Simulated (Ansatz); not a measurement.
# GeH6Si: the cost of one run

The runs use Ansatz 0.2.0, Gaussian basis; PBE0-D4/def2-SVP.

17 further runs of the same task are left out: 1 that didn't finish, 16 set aside as unsound or not needed.

### Step 1. Where the work starts

The first end: 8 atoms, charge 0, spin multiplicity 1.

Atoms are counted from 1 here; the program's logs count them from 0.

Bond lengths: Ge1–H2 1.755 Å, Ge1–Si3 2.814 Å, Ge1–H4 1.603 Å, Ge1–H5 1.589 Å, H2–Si3 1.605 Å, Si3–H6 1.489 Å, Si3–H7 1.475 Å, Si3–H8 1.479 Å. Angles: H2–Ge1–Si3 31.5°, H2–Ge1–H4 86.2°, H2–Ge1–H5 88.3°, Si3–Ge1–H4 57.9°, Si3–Ge1–H5 76.9°, H4–Ge1–H5 91.6°, Ge1–H2–Si3 113.6°, Ge1–Si3–H2 34.9°, Ge1–Si3–H6 125.5°, Ge1–Si3–H7 96.4°, Ge1–Si3–H8 103.4°, H2–Si3–H6 93.4°, H2–Si3–H7 123.6°, H2–Si3–H8 106.4°, H6–Si3–H7 108.5°, H6–Si3–H8 109.2°, H7–Si3–H8 113.6°.

Geometry (Å):

```xyz
8
charge 0, multiplicity 1
Ge   -1.1134    0.2360    1.5514
H    -0.6453   -0.8938    0.2923
Si    0.3415   -0.2620   -0.8048
H    -0.8003    1.3895    0.4835
H     0.3945    0.2291    2.0532
H     0.8480   -1.5921   -1.2427
H     1.4960    0.5915   -0.4679
H    -0.5210    0.3019   -1.8653
```

The second end:

```
Ge   -1.0078    0.1907    1.5302
H    -1.2491   -0.8500    0.3119
Si    0.3829   -0.0724   -0.5813
H    -0.7159    1.3083    0.3938
H     0.5628   -0.1932    1.4232
H     0.9443   -1.4456   -0.6849
H     1.5200    0.8859   -0.5963
H    -0.4371    0.1763   -1.7968
```

### Step 2. The band at PBE0-D4/def2-SVP

File neb/in.yaml:

```yaml
crystal:
  periodic: [false, false, false]
  atoms:
    - {symbol: Ge, position_ang: [-1.113398, 0.235952, 1.551441]}
    - {symbol: H, position_ang: [-0.645273, -0.893809, 0.292326]}
    - {symbol: Si, position_ang: [0.341498, -0.262040, -0.804782]}
    - {symbol: H, position_ang: [-0.800342, 1.389538, 0.483453]}
    - {symbol: H, position_ang: [0.394515, 0.229078, 2.053237]}
    - {symbol: H, position_ang: [0.848015, -1.592111, -1.242650]}
    - {symbol: H, position_ang: [1.496037, 0.591527, -0.467851]}
    - {symbol: H, position_ang: [-0.520952, 0.301864, -1.865275]}
basis:
  gaussian: {orbitals: def2-SVP}
hamiltonian: {xc: pbe0, dispersion: d4}
neb:
  images: 5
  climbing: true
  max_iterations: 40
  initial_path: idpp
  final_atoms:
    - {symbol: Ge, position_ang: [-1.007784, 0.190688, 1.530198]}
    - {symbol: H, position_ang: [-1.249075, -0.849976, 0.311936]}
    - {symbol: Si, position_ang: [0.382854, -0.072385, -0.581276]}
    - {symbol: H, position_ang: [-0.715911, 1.308266, 0.393844]}
    - {symbol: H, position_ang: [0.562770, -0.193165, 1.423222]}
    - {symbol: H, position_ang: [0.944305, -1.445609, -0.684938]}
    - {symbol: H, position_ang: [1.520048, 0.885883, -0.596276]}
    - {symbol: H, position_ang: [-0.437107, 0.176296, -1.796809]}
```

Command:

```sh
$ ansatz run in.yaml --threads 2 --pin off --events-out ev --progress --plain --max-ram 4352MiB
```

**Question.** How long does this run take on 2 threads of Arm Neoverse V2, shared host?

About 69 s.
